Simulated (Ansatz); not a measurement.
# Ir on Ir (Iridium) (111)

Aim: for Ir (Iridium), find where and how strongly Ir adsorbs.

The COD entry's cell or inner coordinates are ideal or old and differ from later refinements, so a difference from it is no clean test against experiment.

Program: Ansatz 0.2.0. Level of theory: DFT PBE+D3(BJ), scalar-relativistic, plane waves, PAW. These are calculated values, not measurements.

2 further runs of the same task are left out: 2 set aside as unsound or not needed.

## 1. The system as given

Symmetry: P3m1, No. 156, trigonal system. The conventional cell has a = 2.716 Å, b = 2.716 Å, c = 23.652 Å, α = 90.00°, β = 90.00°, γ = 120.00°. Around Ir (site symmetry 3m) lie 9 Ir at 2.72 Å. Ir (site symmetry 3m) is surrounded by 12 Ir at 2.69 to 2.72 Å. Ir (site symmetry 3m) has 9 Ir at 2.69 to 2.72 Å as nearest neighbours.

Coordinates:

```
Ir
1.0
     5.43135    0.00000    0.00000
    -2.71568    4.70369    0.00000
     0.00000    0.00000   23.65202
Ir
16
Cartesian
  1.3578 0.7839 8.5000
  0.0000 3.1358 8.5000
  4.0735 0.7839 8.5000
  2.7157 3.1358 8.5000
  2.7157 1.5679 10.7173
  1.3578 3.9197 10.7173
  0.0000 1.5679 10.7173
  -1.3578 3.9197 10.7173
  -1.3578 2.3518 12.9030
  0.0000 0.0000 12.9030
  1.3578 2.3518 12.9030
  2.7157 0.0000 12.9030
  0.0000 3.1358 15.0911
  1.3578 0.7839 15.0911
  2.7157 3.1358 15.0911
  4.0735 0.7839 15.0911
```

Planes are indexed in the bulk's conventional cell (Fm-3m (No. 225)), a = 3.841 Å, b = 3.841 Å, c = 3.841 Å, α = 90.00°, β = 90.00°, γ = 90.00°.

This (111) slab, 6.7 Å thick as cut, with 17 Å of vacuum, in a 2×2 surface cell; its outer planes are Ir (top) and Ir (bottom), was relaxed beforehand with its lower half held: -190966.5185 eV, work function 5.43 eV (top face), 5.45 eV (bottom face).

## 2. Ir put at a top (Ir) site

The input, input.yaml:

```yaml
crystal:
  lattice:
    - [5.4313532987, 0.0, 0.0]
    - [-2.7156766493, 4.7036899336, 0.0]
    - [0.0, 0.0, 25.6520220973]
  atoms:
    - { symbol: Ir, position: [0.3333333333, 0.1666666667, 0.3313578932] }
    - { symbol: Ir, position: [0.3333333333, 0.6666666667, 0.3313578932] }
    - { symbol: Ir, position: [0.8333333333, 0.1666666667, 0.3313578932] }
    - { symbol: Ir, position: [0.8333333333, 0.6666666667, 0.3313578932] }
    - { symbol: Ir, position: [0.6666666667, 0.3333333333, 0.41779711] }
    - { symbol: Ir, position: [0.6666666667, 0.8333333333, 0.41779711] }
    - { symbol: Ir, position: [0.1666666667, 0.3333333333, 0.41779711] }
    - { symbol: Ir, position: [0.1666666667, 0.8333333333, 0.41779711] }
    - { symbol: Ir, position: [0.0, 0.5, 0.5030025083] }
    - { symbol: Ir, position: [0.0, 0.0, 0.5030025083] }
    - { symbol: Ir, position: [0.5, 0.5, 0.5030025083] }
    - { symbol: Ir, position: [0.5, 0.0, 0.5030025083] }
    - { symbol: Ir, position: [0.3333333333, 0.6666666667, 0.5883005979] }
    - { symbol: Ir, position: [0.3333333333, 0.1666666667, 0.5883005979] }
    - { symbol: Ir, position: [0.8333333333, 0.6666666667, 0.5883005979] }
    - { symbol: Ir, position: [0.8333333333, 0.1666666667, 0.5883005979] }
    - { symbol: Ir, position: [0.3333333333, 0.6666666667, 0.6982334519] }
basis:
  ecutwfc: 420
kpoints:
  mp_grid: { grid: [6, 6, 1] }
hamiltonian:
  xc: pbe
  dispersion: d3bj
scf:
  occupations: { method: gaussian, width: 0.1 }
output:
  forces: true
  eigenvalues: true
  write_density: true
  write_potential: true
  elf: true
  volumetric_format: npy
relax:
  adjacent_minimum: "off"
  f_tol: 0.03
  max_steps: 70
  constraints: [{ sites: [0, 1, 2, 3, 4, 5, 6, 7] }]
efield:
  axis: 3
  dipole_correction: true
```

Started as:

```bash
$ ansatz run input.yaml --threads 4 --pin off --max-ram 10240MiB --backend cpu --events-out ev --progress --plain --runs-dir out
```

Further runs follow: Ir at the hollow (nearest Ir) site; start: Ir, bridge (Ir-Ir); start: Ir, hollow over Ir.

Before running it: what results should come out? Wanted: Ir: lowest end.

The runs gave:

```
      quantity                                                      value
Ir: lowest end  from the hollow (nearest Ir) start, 3 bonded, 1.84 Å high
```

It lowers the work function by 1.47 eV, as a dipole layer with its positive end outwards does. A start on a symmetric site keeps its symmetry, so an end may be a saddle point and not a minimum. Spin-orbit coupling is left out for Ir. The log warns that the dispersion term switches its coefficients with the atoms' coordination near these geometries, so kinks or extra dips may come from it and not from the bonding.
